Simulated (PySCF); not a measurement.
# C3H2BF2: the cost of one run

The runs use PySCF 2.14.0, with density-fitted response routines of our own; the level of theory stands in each step. All values are computed, except where a source is named. Atoms count from 0, in the outputs and in this text.

## (1) The molecule as given

8 atoms, charge 1, multiplicity 1; geometry from: GFN2-xTB. The atoms were then displaced at random by about 0.01 Å, so the start is not that level's minimum.

Bonds of the start (Å): F0–B1 1.30, B1–F2 1.28, B1–C3 1.55, C3–C4 1.42, C4–C5 1.36, C5–C3 1.42, C4–H6 1.07, C5–H7 1.06.

## (2) Optimising the geometry at PBE0-D3(BJ)/def2-SVP

What the job is given:

```
{"job": {"xc": "PBE0", "basis": "def2-SVP", "d3": "d3bj", "grid": 1, "shake": 0.01, "kind": "geom"}, "charge": 1, "multiplicity": 1}
F      2.162880     0.602620     1.063790
B      1.566530     0.074840     0.041270
F      2.234710    -0.409710    -0.942830
C      0.017310     0.002960    -0.007530
C     -1.249100     0.542400    -0.359470
C     -1.207380    -0.663870     0.267360
H     -1.788460     1.355970    -0.788110
H     -1.681350    -1.524360     0.673050
```

Run with:

```sh
OMP_NUM_THREADS=1 python probes_run.py task.json out
```

The driver reads the jobs from task.json and runs them one after another.

Q: Estimate the wall time and peak memory of this first job on 1 thread of Intel Xeon Platinum 8259CL at 2.50GHz, shared host.

About 46 s, with a peak of 0.38 GiB.
